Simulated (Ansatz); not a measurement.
# CH2BF3O2S: up Jacob's ladder to CCSD(T)

Aim: compute CH2BF3O2S with functionals from several rungs and with coupled cluster, and see how far each lands from CCSD(T) at the basis-set limit for the atomisation energy.

Computed with Ansatz 0.2.0, Gaussian basis. Level: functionals in def2-TZVPP, the program's frozen cores in correlated methods.

The runs, in order: PBE-D4, r2SCAN-D4, PBE0-D4, B3LYP-D4, ωB97X-V, ωB97M-V, B2PLYP; CCSD(T)/def2-TZVPP; MP2/def2-QZVPP; extrapolation to the limit.

## Step 1: The relaxed structure

An earlier PBE0-D4/def2-TZVP relaxation fixed the geometry.

SMILES `OB(O)SC(F)(F)F`, 10 atoms, charge 0, spin multiplicity 1.

Atoms are counted from 1 here; the program's logs count them from 0.

Bond lengths: O1–B2 1.361 Å, O1–H9 0.959 Å, B2–O3 1.348 Å, B2–S4 1.838 Å, O3–H10 0.962 Å, S4–C5 1.814 Å, C5–F6 1.328 Å, C5–F7 1.328 Å, C5–F8 1.335 Å. Angles: B2–O1–H9 116.0°, O1–B2–O3 120.6°, O1–B2–S4 118.5°, O3–B2–S4 120.9°, B2–O3–H10 112.4°, B2–S4–C5 102.2°, S4–C5–F6 112.9°, S4–C5–F7 112.9°, S4–C5–F8 107.2°, F6–C5–F7 107.9°, F6–C5–F8 107.8°, F7–C5–F8 107.8°.

## Step 2: PBE-D4 (GGA)

in.yaml reads:

```yaml
crystal:
  periodic: [false, false, false]
  atoms:
    - {symbol: O, position_ang: [0.629709, 0.068003, -2.342103]}
    - {symbol: B, position_ang: [0.366762, 0.204848, -1.014204]}
    - {symbol: O, position_ang: [0.778117, 1.299068, -0.342171]}
    - {symbol: S, position_ang: [-0.559890, -1.134272, -0.161057]}
    - {symbol: C, position_ang: [-0.659817, -0.507630, 1.537828]}
    - {symbol: F, position_ang: [0.532290, -0.339864, 2.098905]}
    - {symbol: F, position_ang: [-1.318792, 0.642069, 1.627702]}
    - {symbol: F, position_ang: [-1.324517, -1.416482, 2.255108]}
    - {symbol: H, position_ang: [0.306302, -0.735364, -2.754051]}
    - {symbol: H, position_ang: [1.249827, 1.919636, -0.905946]}
basis:
  gaussian: {orbitals: def2-TZVPP}
hamiltonian: {xc: pbe, dispersion: d4}
output: {forces: true, orbitals: {seedname: orbitals}}
```

On the command line:

```bash
$ ansatz run in.yaml --threads 2 --pin off --events-out ev --progress --plain --max-ram 32768MiB --backend cuda --devices 0, --max-vram 18GiB
```

Further steps of the session: r2SCAN-D4 (meta-GGA); PBE0-D4 (hybrid); B3LYP-D4 (hybrid); ωB97X-V (range-separated); ωB97M-V (range-separated); B2PLYP (double hybrid); CCSD(T) in def2-TZVPP; MP2 in def2-QZVPP.

Q: Predict the results of all the runs planned. Wanted: atomisation energy, CCSD(T)/CBS; farthest; mean size of error, hybrid; mean size of error, range-separated; gap, smallest and largest; T1 diagnostic; triples share of the correlation energy.

As calculated:

| quantity | value |
| --- | --- |
| atomisation energy, CCSD(T)/CBS | 996.7 kcal/mol |
| functionals within 5.0 kcal/mol (0.5 %) | ωB97X-V |
| farthest | PBE-D4 (+45.5 kcal/mol) |
| mean size of error, hybrid | 6.0 kcal/mol |
| mean size of error, range-separated | 6.9 kcal/mol |
| gap, smallest and largest | 5.62 eV (PBE-D4), 12.47 eV (ωB97X-V) |
| T1 diagnostic | 0.0129 |
| triples share of the correlation energy | 3.5 % |

In words: PBE-D4 is off by +45.5 kcal/mol, about 5.1 kcal/mol a bond. Double hybrids carry the basis error of their MP2 part in triple zeta, and no dispersion term here, so their miss is partly the set-up's. The reference freezes the cores and leaves out relativity and excitations past (T), so misses under about 5.0 kcal/mol can't be ranked. Hartree-Fock recovers 68 % of the binding; the rest is correlation. The gap grows from 5.6 to 12.5 eV across the functionals, mostly with the share of exact exchange.
